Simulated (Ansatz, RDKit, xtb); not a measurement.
# C3H3BF2: which of the isomers drawn lies lowest?

Which of a sample of isomers of C3H3BF2 is the most stable in the gas at 298.15 K, and what are its properties? The sample is small against all isomers, and the most stable one of this formula need not be in it.

The funnel: GFN2-xTB relaxations, single points with a density functional, relaxations at PBE-D3(BJ)/def2-SVP, harmonic vibrations, and a last energy at a higher level. All values are calculated.

## 1. Possible bonding patterns

Isomers were taken from a list of plausible structures; this is a sample, not all of them. That gives 5 candidates.

```csv
label,SMILES,spin
c440,FB(F)C1C=C1,singlet
c720,BC1C(F)=C1F,singlet
c733,FBC1=C(F)C1,singlet
c751,C=C=CB(F)F,singlet
c939,CC#CB(F)F,singlet
```

Candidates are built by distance geometry, with a force field where one applies, in up to four conformers (letters a to d).

Q: Predict the outcome of this search (final energies at CCSD(T)/def2-SVP + MP2/def2-TZVPP - MP2/def2-SVP).

| quantity | value |
| --- | --- |
| lowest structure found | CC#CB(F)F, singlet, C1 |
| next finalist | C=C=CB(F)F, singlet, 4.0 kcal/mol higher in G |
| share at equilibrium, among the finalists | 99.9 % |
| harmonic wavenumbers, lowest and highest (PBE-D3(BJ)/def2-SVP) | 5i and 3055 cm⁻¹ |
| rotational constants, same geometry | 0.3227, 0.05195, 0.04513 cm⁻¹ |

`CC#CB(F)F` comes out lowest. Among the finalists first place is clear (4.0 kcal/mol); structures outside the list aren't covered. GFN2-xTB, HF/STO-3G, r2SCAN-D4/def2-SVP, PBE-D3(BJ)/def2-SVP, HF/def2-SVP and MP2/def2-SVP already put its bonding pattern lowest among the structures in one piece. Lowest found is not proven lowest: the search is finite, and each finalist counts with one conformer. Only 5 drawn patterns were tried, so whole families of isomers are missing, and the result ranks this sample alone.
